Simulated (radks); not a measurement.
# Hf⁴⁺ in [Xe] 4f13.75 5f0.25: an all-electron calculation

One table from this session's results is given with a row withheld; the runs are named, their logs left out.

Method: scalar-relativistic Kohn-Sham, SCAN, spin-unpolarised, spherical densities, finite nucleus. Code: radks (a radial shooting solver on a logarithmic mesh, Libxc functionals) version 1.

## What is computed

- element: hafnium (Z = 72)
- charge: +4
- electrons: 68
- configuration: [Xe] 4f13.75 5f0.25
- nuclear rms radius: 5.347 fm

The first run:

Input:

```text
Z 72
configuration [Xe] 4f13.75 5f0.25 6s0 5d0
relativity scalar-relativistic
functional scan,scan
spin unpolarised
nucleus finite rms 5.347 fm
c 137.035999084
```

The run is started by

```console
python run_ks.py task.json out
```

The same process makes all the runs of this session.

Among the steps run: Self-consistent calculation.

One of the session's tables, all rows but one given; the rest of the session is left out.

It belongs to the step «Radial structure». Radial moments (bohr):

| level | <r> | outermost maximum (interpolated) | 90 % within | nodes |
| --- | --- | --- | --- | --- |
| 1s | 0.01899 | 0.0119 | 0.0345 | 0 |
| 2s | 0.08034 | 0.0680 | 0.125 | 1 |
| 2p | 0.07172 | 0.0557 | 0.117 | 0 |
| 3s | 0.2084 | 0.192 | 0.306 | 2 |
| 3p | 0.2084 | 0.190 | 0.312 | 1 |
| 3d | 0.1891 | 0.155 | 0.294 | 0 |
| 4s | 0.4680 | 0.438 | 0.671 | 3 |
| 4p | 0.4971 | 0.458 | 0.722 | 2 |
| 4d | 0.5347 | 0.471 | 0.803 | 1 |
| 5s | 1.119 | 1.01 | 1.61 | 4 |
| 5p | 1.292 | 1.15 | 1.87 | 3 |
| 4f | 0.6617 | 0.454 | 1.11 | 0 |
| 5d | 1.764 | 1.48 | 2.64 | 2 |
| 6s | 2.601 | 2.42 | 3.70 | 5 |
| 5f | ? | ? | ? | ? |

Q: Estimate the row for 5f from the others.

**Answer.** <r>: 3.762; outermost maximum (interpolated): 3.37; 90 % within: 5.52; nodes: 1. In the column «<r>» it is the highest.
